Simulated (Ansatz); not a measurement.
# C3H2Se (SMILES [Se]=c1cc1): one structure at several levels

One table from this session's results is given with a row withheld; the runs are named, their logs left out.

Method: single points in def2-TZVPP; program: Ansatz 0.2.0, Gaussian basis.

Cores are frozen in the correlated methods. Filled d shells of the heavier atoms are correlated.

## The system as given

SMILES `[Se]=c1cc1`, 6 atoms, charge 0, spin multiplicity 1.

Atoms are counted from 1 here; the program's logs count them from 0.

Bond lengths: Se1–C2 1.833 Å, C2–C3 1.486 Å, C2–C4 1.471 Å, C3–C4 1.395 Å, C3–H5 1.123 Å, C4–H6 1.179 Å. Angles: Se1–C2–C3 145.1°, Se1–C2–C4 158.1°, C3–C2–C4 56.3°, C2–C3–C4 61.3°, C2–C3–H5 156.7°, C4–C3–H5 141.7°, C2–C4–C3 62.4°, C2–C4–H6 146.0°, C3–C4–H6 149.3°.

Geometry (Å):

```xyz
6
C3H2Se
Se   -1.2487   -0.8607    2.1185
C    -0.4168   -0.2112    0.6197
C     0.8599   -0.1554   -0.1389
C    -0.2857    0.3926   -0.7156
H     1.9414   -0.3682   -0.3564
H    -0.7759    1.1008   -1.5210
```

The first run:

Contents of run/in.yaml:

```yaml
crystal:
  periodic: [false, false, false]
  atoms:
    - {symbol: Se, position_ang: [-1.248700, -0.860700, 2.118500]}
    - {symbol: C, position_ang: [-0.416800, -0.211200, 0.619700]}
    - {symbol: C, position_ang: [0.859900, -0.155400, -0.138900]}
    - {symbol: C, position_ang: [-0.285700, 0.392600, -0.715600]}
    - {symbol: H, position_ang: [1.941400, -0.368200, -0.356400]}
    - {symbol: H, position_ang: [-0.775900, 1.100800, -1.521000]}
basis:
  gaussian: {orbitals: def2-TZVPP}
correlation: {method: ccsd_t}
output: {forces: true}
```

The command line of these runs was not kept.

Among the steps run: CCSD(T)/def2-TZVPP; PBE0-D4/def2-TZVPP; wB97M-V/def2-TZVPP; r2SCAN-D4/def2-TZVPP; PBE-D4/def2-TZVPP; BHLYP-D4/def2-TZVPP; r2SCAN0-D4/def2-TZVPP.

One table of the session follows, with a row left open; its other results are not shown here.

| method | RMS force component (eV/Å) | angle to CCSD(T) forces (°) | dipole (D) |
| --- | --- | --- | --- |
| CCSD(T) | 1.107 | reference | 4.67 |
| PBE0-D4 | 1.340 | 14.3 | 4.94 |
| wB97M-V | 1.349 | 14.3 | 5.10 |
| r2SCAN-D4 | 1.242 | 11.4 | 4.87 |
| PBE-D4 | 1.074 | 8.4 | 4.53 |
| BHLYP-D4 | 1.580 | 19.5 | 5.31 |
| r2SCAN0-D4 | ? | ? | ? |

Q: Estimate the row for r2SCAN0-D4 from the others.

The run gave: RMS force component (eV/Å): 1.443; angle to CCSD(T) forces (°): 15.8; dipole (D): 5.13. In the column «RMS force component (eV/Å)» it lies between wB97M-V (1.349) and BHLYP-D4 (1.580).
